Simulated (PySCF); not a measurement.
**C6H8Ge: spin-spin couplings**

What spin-spin couplings should C6H8Ge (`C=CC#C[C](=C)[GeH3]`) show?

The runs use PySCF 2.14.0, with density-fitted response routines of our own; the level of theory stands in each step. All values are computed, except where a source is named. Atoms are numbered from 0 throughout.

### Step 1. The molecule as given

15 atoms, charge 0, multiplicity 1; geometry from: GFN2-xTB.

Bonds of the start (Å): C0–C1 1.33, C1–C2 1.41, C2–C3 1.21, C3–C4 1.41, C4–C5 1.34, C4–Ge6 1.96, C0–H7 1.08, C0–H8 1.08, C1–H9 1.08, C5–H10 1.08, C5–H11 1.08, Ge6–H12 1.50, Ge6–H13 1.50, Ge6–H14 1.50.

### Step 2. J couplings: B3LYP/pcSseg-1+pcJ-1

What the job is given:

```
{"job": {"kind": "j", "xc": "B3LYP", "basis": "pcJ-1"}, "charge": 0, "multiplicity": 1}
C      3.556774     0.319175    -0.022474
C      2.586084    -0.341187    -0.647494
C      1.216631    -0.086054    -0.452028
C      0.040342     0.148715    -0.292114
C     -1.340694     0.355515    -0.127008
C     -1.842030     1.546323     0.210037
Ge    -2.485979    -1.206705    -0.441850
H      3.340909     1.103322     0.683882
H      4.594786     0.092184    -0.195931
H      2.814772    -1.132660    -1.352132
H     -1.214405     2.409625     0.371539
H     -2.904882     1.687487     0.327368
H     -3.921440    -0.835456    -0.241150
H     -2.307773    -1.724605    -1.833858
H     -2.137510    -2.327690     0.485646
```

Method: B3LYP/pcJ-1 Ge:pcSseg-1 indirect spin-spin coupling, non-relativistic, gas phase.

Started as:

```
OMP_NUM_THREADS=1 python probes_run.py task.json out
```

One launch serves the whole session: the jobs run in the order shown.

Predict these results of the whole session: largest coupling of the table (B3LYP/pcSseg-1+pcJ-1).

The runs gave:

| quantity | value |
| --- | --- |
| largest coupling of the table (B3LYP/pcSseg-1+pcJ-1) | 1J(C,C) C2–C3, 198.1 Hz |

What this shows: Of the pairs tabulated at B3LYP/pcSseg-1+pcJ-1, C2–C3 couples most strongly (198.1 Hz; Fermi contact 191.6 Hz). Spin-orbit coupling is left out, which matters for shieldings and couplings at and beside the heavy atoms.
